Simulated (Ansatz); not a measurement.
## RbBa3, space group Fm-3m: a surface slab, step by step

With Ansatz 0.2.0 through its Python package.

The script reads `POSCAR`:
```text
RbBa3
1.0
   0.00000000    5.18115500    5.18115500
   5.18115500    0.00000000    5.18115500
   5.18115500    5.18115500    0.00000000
Rb Ba
1 3
Direct
   0.00000000    0.00000000    0.00000000
   0.25000000    0.25000000    0.25000000
   0.75000000    0.75000000    0.75000000
   0.50000000    0.50000000    0.50000000
```

Run as a notebook:

In [1]:
```python
import warnings

import ansatz as az
from ase.build import surface
from ase.io import read
import numpy as np
```

In [2]:
```python
warnings.simplefilter("ignore", az.DeckWarning)
```

In [3]:
```python
atoms = read("POSCAR", format="vasp")
# the plane is named in the basis of this cell
slab = surface(atoms, (1, 0, 1), 2, vacuum=8.0)
slab.pbc = True
```

In [4]:
```python
print(slab.get_chemical_formula(), "area {:.3f} A^2, cell height {:.2f} A".format(np.linalg.norm(np.cross(slab.cell[0], slab.cell[1])), slab.cell[2, 2]))


def prepared(structure):
    return (
        az.Crystal.from_ase(structure).calculation()
        .occupations("fermi_dirac", width=0.05)
        .functional(az.Functional.R2SCAN)
    )
```
```text
Ba6Rb2 area 53.689 A^2, cell height 23.77 A
```

In [5]:
```python
job = (
    prepared(slab)
    .kpoints(3, 3, 1)
    .electric_field(axis=3, dipole_correction=True)
    .potential()
    .forces()
)
res = job.run()
data = res.report

data["mixing_algorithm"], data["preconditioner"], data["eigensolver"]
```
```text
RunWarning: efield: at this solve's end the planar-averaged density reaches 1.40e-5 e/Å³ inside the ramp window [0.9079, 0.0921] (bound 1e-5 e/Å³); the window's nearer edge stands 5.81 Å from this [...]
RunWarning: The output density's exchange-correlation potential varies sharply where the density is thin. Do not read a vacuum level from v_tot or v_xc, or from such a field of the output density. On [...]
```
Out [5]:
```text
('MSR1', 'LDOS', 'band_cg')
```

In [6]:
```python
print(f"slab free energy {data['free_energy_ev']:.4f} eV, Fermi level {data['fermi_energy_ev']:.3f} eV")
face = data["work_function"]
print("work function (eV), upper and lower face:", *(round(face[k], 3) for k in ("phi_plus_ev", "phi_minus_ev") if face.get(k) is not None))
print(f"dipole {face['dipole_moment_e_ang']:+.4f} e A")
```
```text
slab free energy -42339.9584 eV, Fermi level 0.819 eV
work function (eV), upper and lower face: 2.334 2.311
dipole -0.0065 e A
```

In [7]:
```python
# two faces, so half the excess energy for each
bulk = prepared(atoms).kpoints(4, 4, 4).run().report
excess = data["free_energy_ev"] - bulk["free_energy_ev"] * len(slab) / len(atoms)
area = np.linalg.norm(np.cross(slab.cell[0], slab.cell[1]))
print(f"mean surface energy {excess / (2 * area) * 16.02177:.3f} J/m^2 ({1000 * excess / (2 * area):.1f} meV/A^2)")
```
```text
mean surface energy 0.247 J/m^2 (15.4 meV/A^2)
```

In [8]:
```python
print("z (A) and force along z (eV/A)")
for site, force in sorted(zip(res.lattice.sites, data["forces_ev_ang"]), key=lambda pair: pair[0].position_ang[2]):
    print(f"{site.symbol:3s} {site.position_ang[2]:8.3f} {force[2]:9.4f}")
```
```text
z (A) and force along z (eV/A)
Rb     8.000   -0.2441
Ba     8.000   -0.1449
Ba    10.591    0.2255
Ba    10.591    0.2255
Rb    13.181   -0.0933
Ba    13.181   -0.0617
Ba    15.772    0.0464
Ba    15.772    0.0464
```

What to keep in mind:
- Total energies depend on the potentials; only differences at equal settings carry meaning. A total without «per atom» is that of the cell as typed.
- The density doesn't vanish in the vacuum (a short gap or a low cutoff), which blurs the vacuum level.
- For a metal this k-point mesh is coarse: on a finer one energies can move by several to tens of meV an atom and pressures by half a GPa or more, differences at one mesh by less.
- The zero of the levels is a convention of the potentials, so an absolute Fermi energy is no work function.
- The structure comes from a database of computed cells and needn't be a stable or known phase.
- Warnings are shown shortened and without file and line.
- The slab is thin and cut from the structure as given; a cut can leave two unlike or polar faces, and the surface energy is then their mean. Miller indices refer to the vectors of the cell as typed, and the lattice isn't relaxed for this functional, so relaxation and surface energy can hold strain.
- The script silences the warnings on its input, which a real study should read.
- Run time: 3.2 min on 1 thread of Arm Neoverse N1, with other jobs on the host, peak memory 2.4 GiB.
